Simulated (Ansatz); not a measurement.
# ClFH12OSi4: the cost of one run

The runs use Ansatz 0.2.0, Gaussian basis; PBE0-D4/def2-SVP.

### Step 1. Starting geometry

The first end: 19 atoms, charge 0, spin multiplicity 1.

Atoms are counted from 1 here; the program's logs count them from 0.

Bond lengths: Si1–Si2 2.340 Å, Si1–Si3 2.343 Å, Si1–Si4 2.343 Å, Si1–Cl5 2.097 Å, Si2–H10 1.488 Å, Si2–H11 1.486 Å, Si2–H12 1.487 Å, Si3–H13 1.489 Å, Si3–H14 1.486 Å, Si3–H15 1.487 Å, Si4–H16 1.503 Å, Si4–H17 1.486 Å, Si4–H18 1.487 Å, H6–O7 0.966 Å, O7–H19 0.960 Å, H8–F9 0.933 Å. Angles: Si2–Si1–Si3 113.8°, Si2–Si1–Si4 111.6°, Si2–Si1–Cl5 104.0°, Si3–Si1–Si4 113.3°, Si3–Si1–Cl5 107.5°, Si4–Si1–Cl5 105.7°, Si1–Si2–H10 108.6°, Si1–Si2–H11 112.0°, Si1–Si2–H12 109.0°, H10–Si2–H11 108.9°, H10–Si2–H12 109.0°, H11–Si2–H12 109.3°, Si1–Si3–H13 110.6°, Si1–Si3–H14 110.5°, Si1–Si3–H15 109.3°, H13–Si3–H14 109.0°, H13–Si3–H15 108.4°, H14–Si3–H15 109.1° and more.

Geometry (Å):

```xyz
19
charge 0, multiplicity 1
Si   -0.45490    0.46264    1.07089
Si    1.84566    0.88766    1.11178
Si   -1.67321    1.96871   -0.24789
Si   -0.90811   -1.78138    0.57316
Cl   -1.05575    0.73581    3.06152
H     0.93365   -0.46323   -1.98194
O     0.12690    0.01135   -1.74382
H     1.44938   -2.38023   -0.97346
F     1.98358   -2.10898   -1.68890
H     2.47806   -0.01987    2.10701
H     2.47743    0.66231   -0.21370
H     2.07151    2.29632    1.53022
H    -2.45132    1.24298   -1.28899
H    -0.75999    2.93393   -0.91210
H    -2.62717    2.71611    0.61440
H     0.36391   -2.51138    0.24408
H    -1.82402   -1.96477   -0.58202
H    -1.46287   -2.49843    1.75146
H    -0.51264   -0.18965   -2.43141
```

The second end:

```xyz
19
charge 0, multiplicity 1
Si   -0.6972   -0.3684    0.9845
Si    3.1157    1.1900    0.0604
Si   -1.5399    1.5808   -0.0015
Si   -1.8514   -2.3331    0.4595
Cl   -0.9484   -0.1908    3.0581
H     0.7741   -0.1588   -1.8384
O    -0.1638   -0.3683   -1.7619
H     0.7709   -0.5306    0.8196
F     2.5230    0.5463   -1.2981
H     3.4707    0.0777    0.9683
H     4.3142    1.9692   -0.3255
H     2.0759    2.0628    0.6458
H    -2.6061    1.2401   -0.9776
H    -0.4599    2.3368   -0.6886
H    -2.1236    2.4511    1.0558
H    -1.3182   -3.4651    1.2639
H    -1.7425   -2.6928   -0.9824
H    -3.2909   -2.1504    0.7850
H    -0.3024   -1.1966   -2.2267
```

### Step 2. The band at PBE0-D4/def2-SVP

File neb/in.yaml:

```yaml
crystal:
  periodic: [false, false, false]
  atoms:
    - {symbol: Si, position_ang: [-0.454903, 0.462638, 1.070891]}
    - {symbol: Si, position_ang: [1.845657, 0.887662, 1.111784]}
    - {symbol: Si, position_ang: [-1.673213, 1.968708, -0.247891]}
    - {symbol: Si, position_ang: [-0.908109, -1.781377, 0.573161]}
    - {symbol: Cl, position_ang: [-1.055751, 0.735808, 3.061517]}
    - {symbol: H, position_ang: [0.933653, -0.463229, -1.981943]}
    - {symbol: O, position_ang: [0.126901, 0.011351, -1.743817]}
    - {symbol: H, position_ang: [1.449380, -2.380227, -0.973457]}
    - {symbol: F, position_ang: [1.983580, -2.108984, -1.688904]}
    - {symbol: H, position_ang: [2.478061, -0.019873, 2.107014]}
    - {symbol: H, position_ang: [2.477428, 0.662311, -0.213700]}
    - {symbol: H, position_ang: [2.071505, 2.296317, 1.530224]}
    - {symbol: H, position_ang: [-2.451316, 1.242981, -1.288992]}
    - {symbol: H, position_ang: [-0.759986, 2.933928, -0.912099]}
    - {symbol: H, position_ang: [-2.627172, 2.716112, 0.614400]}
    - {symbol: H, position_ang: [0.363912, -2.511384, 0.244084]}
    - {symbol: H, position_ang: [-1.824023, -1.964765, -0.582018]}
    - {symbol: H, position_ang: [-1.462865, -2.498431, 1.751458]}
    - {symbol: H, position_ang: [-0.512639, -0.189646, -2.431415]}
basis:
  gaussian: {orbitals: def2-SVP}
hamiltonian: {xc: pbe0, dispersion: d4}
neb:
  images: 5
  climbing: true
  max_iterations: 40
  initial_path: idpp
  final_atoms:
    - {symbol: Si, position_ang: [-0.697181, -0.368419, 0.984517]}
    - {symbol: Si, position_ang: [3.115674, 1.189970, 0.060435]}
    - {symbol: Si, position_ang: [-1.539876, 1.580799, -0.001473]}
    - {symbol: Si, position_ang: [-1.851387, -2.333093, 0.459486]}
    - {symbol: Cl, position_ang: [-0.948391, -0.190815, 3.058060]}
    - {symbol: H, position_ang: [0.774089, -0.158775, -1.838374]}
    - {symbol: O, position_ang: [-0.163836, -0.368288, -1.761910]}
    - {symbol: H, position_ang: [0.770890, -0.530619, 0.819559]}
    - {symbol: F, position_ang: [2.523016, 0.546332, -1.298089]}
    - {symbol: H, position_ang: [3.470684, 0.077686, 0.968325]}
    - {symbol: H, position_ang: [4.314164, 1.969190, -0.325488]}
    - {symbol: H, position_ang: [2.075855, 2.062839, 0.645802]}
    - {symbol: H, position_ang: [-2.606148, 1.240145, -0.977581]}
    - {symbol: H, position_ang: [-0.459860, 2.336754, -0.688604]}
    - {symbol: H, position_ang: [-2.123552, 2.451073, 1.055805]}
    - {symbol: H, position_ang: [-1.318210, -3.465064, 1.263928]}
    - {symbol: H, position_ang: [-1.742535, -2.692794, -0.982400]}
    - {symbol: H, position_ang: [-3.290868, -2.150410, 0.784999]}
    - {symbol: H, position_ang: [-0.302428, -1.196609, -2.226697]}
```

On the command line:

```
ansatz run in.yaml --threads 5 --pin off --events-out ev --progress --plain --max-ram 66560MiB --backend cuda --devices 0, --max-vram 37GiB
```

**Question.** How long does this run take on 1 × a share of an NVIDIA H100 with 5 threads of AMD EPYC 7R13, shared host?

About 4.4 min.
